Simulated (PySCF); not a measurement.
# C₈H₅ radical: open-shell or spin-flip excitations

What do calculations give for the open-shell or spin-flip excitations of C₈H₅ radical (`C#Cc1c[c]ccc1`)?

Computed with PySCF 2.14.0 and routines of our own; the level stands in each step. Atoms count from 0.

### Step 1. The starting structure

13 atoms, charge 0, multiplicity 2; geometry from: GFN2-xTB.

### Step 2. Open-shell or spin-flip excitations: unrestricted TDA CAM-B3LYP/def2-SVPD

The job: settings as JSON, then the geometry in Å.

```
{"job": {"kind": "uabs", "xc": "CAM-B3LYP", "basis": "def2-SVPD", "nstates": 10, "tda": true}, "charge": 0, "multiplicity": 2}
C      2.648902     1.635938    -0.732338
C      1.663154     1.024008    -0.421097
C      0.513099     0.306418    -0.023591
C      0.296951     0.046627     1.342970
C     -0.821854    -0.647758     1.675219
C     -1.753339    -1.113158     0.792718
C     -1.534785    -0.852313    -0.559951
C     -0.413373    -0.151200    -0.958888
H      3.505287     2.169018    -1.020136
H      1.009787     0.396896     2.073893
H     -2.626579    -1.660864     1.112414
H     -2.248756    -1.202751    -1.291824
H     -0.242884     0.049626    -2.007118
```

With the program's defaults for keys left out, this is: unrestricted TDA CAM-B3LYP/def2-SVPD, vertical, gas phase, core orbitals frozen in the response.

Launch:

```bash
$ OMP_NUM_THREADS=1 python excited_run.py task.json out
```

One launch serves the whole session: the jobs run in the order shown.

Output:

```text
coarse grid: 11792 points
cycle   1  E = -307.2074820668  dE =  1.666e+00  |g| = 2.186e-01  |ddm| = 1.454e+01
cycle   2  E = -307.2341154919  dE = -2.663e-02  |g| = 1.297e-01  |ddm| = 2.006e+00
cycle   3  E = -307.2418996383  dE = -7.784e-03  |g| = 5.258e-02  |ddm| = 6.692e-01
cycle   4  E = -307.2430127101  dE = -1.113e-03  |g| = 3.533e-02  |ddm| = 2.773e-01
cycle   5  E = -307.2437380635  dE = -7.254e-04  |g| = 6.118e-03  |ddm| = 1.509e-01
cycle   6  E = -307.2437925721  dE = -5.451e-05  |g| = 3.874e-03  |ddm| = 3.814e-02
cycle   7  E = -307.2438190691  dE = -2.650e-05  |g| = 2.008e-03  |ddm| = 2.569e-02
cycle   8  E = -307.2438325986  dE = -1.353e-05  |g| = 1.399e-03  |ddm| = 1.156e-02
cycle   9  E = -307.2438407495  dE = -8.151e-06  |g| = 9.265e-04  |ddm| = 8.275e-03
final grid: 116528 points
cycle  10  E = -307.3120397490  dE = -3.377e-05  |g| = 1.920e-03  |ddm| = 1.301e-01
cycle  11  E = -307.3120420731  dE = -2.324e-06  |g| = 1.584e-03  |ddm| = 1.468e-02
cycle  12  E = -307.3120437930  dE = -1.720e-06  |g| = 5.355e-04  |ddm| = 7.252e-03
cycle  13  E = -307.3120444871  dE = -6.941e-07  |g| = 4.671e-04  |ddm| = 2.565e-03
cycle  14  E = -307.3120452536  dE = -7.665e-07  |g| = 3.061e-04  |ddm| = 2.593e-03
cycle  15  E = -307.3120458753  dE = -6.217e-07  |g| = 1.760e-04  |ddm| = 3.402e-03
cycle  16  E = -307.3120460776  dE = -2.022e-07  |g| = 5.285e-05  |ddm| = 2.760e-03
cycle  17  E = -307.3120460874  dE = -9.845e-09  |g| = 3.007e-05  |ddm| = 6.357e-04
cycle  18  E = -307.3120460890  dE = -1.613e-09  |g| = 1.538e-05  |ddm| = 2.571e-04
cycle  19  E = -307.3120460895  dE = -4.469e-10  |g| = 7.849e-06  |ddm| = 1.331e-04
converged SCF energy = -307.3120460895

Static polarisability (au): isotropic 90.110, principal 51.084 84.147 135.099

<S^2> of the reference = 0.7596 (exact 0.7500)

Excitations
state   eV       nm        f      <S^2>   main configurations
  1   3.1418    394.6   0.00121   0.772   H-1b->Lb 0.49, Hb->Lb 0.37
  2   3.5319    351.0   0.00016   0.792   Hb->Lb 0.53, H-1b->Lb 0.44
  3   3.6172    342.8   0.00001   2.753   Ha->La 0.43, Hb->L+1b 0.43
  4   4.5912    270.0   0.00040   2.717   H-1b->L+1b 0.45, H-2a->La 0.28
  5   4.7190    262.7   0.00018   0.948   H-1a->La 0.95
  6   4.8598    255.1   0.00013   2.738   H-2a->L+1a 0.36, H-1b->L+2b 0.32, Hb->L+2b 0.10
  7   5.1201    242.2   0.00200   2.707   Ha->L+1a 0.41, Hb->L+2b 0.23, H-2a->La 0.13
  8   5.1868    239.0   0.00504   0.813   H-1a->L+1a 0.91
  9   5.3389    232.2   0.02280   1.066   H-2a->La 0.26, Hb->L+2b 0.18, Ha->L+1a 0.15, H-1b->L+1b 0.15
 10   5.3760    230.6   0.00000   2.551   H-2b->L+1b 0.52, H-3a->La 0.21
```

It took 31 s on 1 thread of AMD EPYC 9R45, shared host; peak memory 0.79 GiB.

From this job:

```
quantity  value
    ⟨S²⟩  0.760
```

Löwdin spin populations:

C0 0.01; C1 0.00; C2 0.04; C3 0.06; C4 0.77; C5 0.06; C6 0.04; C7 -0.03; H8 0.00; H9 0.02; H10 0.01; H11 0.01; H12 0.00

With diffuse functions Löwdin's scheme smears the spin, so small populations can have the wrong sign.

### Step 3. Open-shell or spin-flip excitations: unrestricted TDDFT PBE/def2-SVPD

Settings changed since step 2:

```diff
@@ -1,2 +1,2 @@
-{"job": {"kind": "uabs", "xc": "CAM-B3LYP", "basis": "def2-SVPD", "nstates": 10, "tda": true}, "charge": 0, "multiplicity": 2}
+{"job": {"kind": "uabs", "xc": "PBE", "basis": "def2-SVPD", "nstates": 4, "tda": false}, "charge": 0, "multiplicity": 2}
 C      2.648902     1.635938    -0.732338
```

With the program's defaults for keys left out, this is: unrestricted TDDFT PBE/def2-SVPD, vertical, gas phase, core orbitals frozen in the response.

Output:

```text
coarse grid: 11792 points
cycle   1  E = -306.9556526378  dE =  1.138e+00  |g| = 3.553e-01  |ddm| = 1.560e+01
cycle   2  E = -306.9152279376  dE =  4.042e-02  |g| = 4.456e-01  |ddm| = 4.588e+00
cycle   3  E = -307.0247474063  dE = -1.095e-01  |g| = 9.400e-02  |ddm| = 2.199e+00
cycle   4  E = -307.0280651579  dE = -3.318e-03  |g| = 5.709e-02  |ddm| = 4.856e-01
cycle   5  E = -307.0296545398  dE = -1.589e-03  |g| = 2.285e-02  |ddm| = 1.495e-01
cycle   6  E = -307.0298814395  dE = -2.269e-04  |g| = 9.660e-03  |ddm| = 7.078e-02
cycle   7  E = -307.0299294727  dE = -4.803e-05  |g| = 3.994e-03  |ddm| = 3.334e-02
cycle   8  E = -307.0299391063  dE = -9.634e-06  |g| = 9.556e-04  |ddm| = 1.146e-02
final grid: 116528 points
cycle   9  E = -307.0972928431  dE = -3.685e-05  |g| = 7.143e-03  |ddm| = 1.602e-01
cycle  10  E = -307.0972636976  dE =  2.915e-05  |g| = 1.016e-02  |ddm| = 8.518e-02
cycle  11  E = -307.0973186051  dE = -5.491e-05  |g| = 2.609e-03  |ddm| = 4.929e-02
cycle  12  E = -307.0973227762  dE = -4.171e-06  |g| = 5.164e-04  |ddm| = 9.074e-03
cycle  13  E = -307.0973228926  dE = -1.164e-07  |g| = 2.606e-04  |ddm| = 1.988e-03
cycle  14  E = -307.0973229233  dE = -3.072e-08  |g| = 1.494e-04  |ddm| = 8.329e-04
cycle  15  E = -307.0973229386  dE = -1.530e-08  |g| = 6.363e-05  |ddm| = 5.846e-04
cycle  16  E = -307.0973229437  dE = -5.117e-09  |g| = 1.909e-05  |ddm| = 5.169e-04
cycle  17  E = -307.0973229440  dE = -3.429e-10  |g| = 1.453e-05  |ddm| = 1.703e-04
converged SCF energy = -307.0973229440

Static polarisability (au): isotropic 94.023, principal 51.426 86.701 143.943

<S^2> of the reference = 0.7561 (exact 0.7500)

Excitations
state   eV       nm        f      <S^2>   main configurations
  1   2.5808    480.4   0.00009   0.771   Hb->Lb 0.97
  2   3.0356    408.4   0.00052   0.766   H-1b->Lb 0.94
  3   3.3569    369.3   0.00002   2.744   H-1a->La 0.47, Hb->L+1b 0.46
  4   3.5595    348.3   0.00427   0.791   H-2b->Lb 0.98
```

Wall time 27 s (1 thread of AMD EPYC 9R45, shared host); peak memory 0.56 GiB.

Key values:

```
quantity  value
    ⟨S²⟩  0.756
```

### Step 4. Outcome

| quantity | value |
| --- | --- |
| lowest and brightest state of nearly pure spin, of 10 (step 2, unrestricted TDA CAM-B3LYP/def2-SVPD) | 3.14 eV; 5.19 eV, f = 0.005 |
| lowest and brightest state of nearly pure spin, of 4 (step 3, unrestricted TDDFT PBE/def2-SVPD) | 2.58 eV; 3.56 eV, f = 0.004 |

States whose ⟨S²⟩ lies well above the reference's are mixtures of spin states, an artefact of the unrestricted response, and are left out of the summary. The lowest state of nearly pure spin runs from 2.58 to 3.14 eV over the runs.
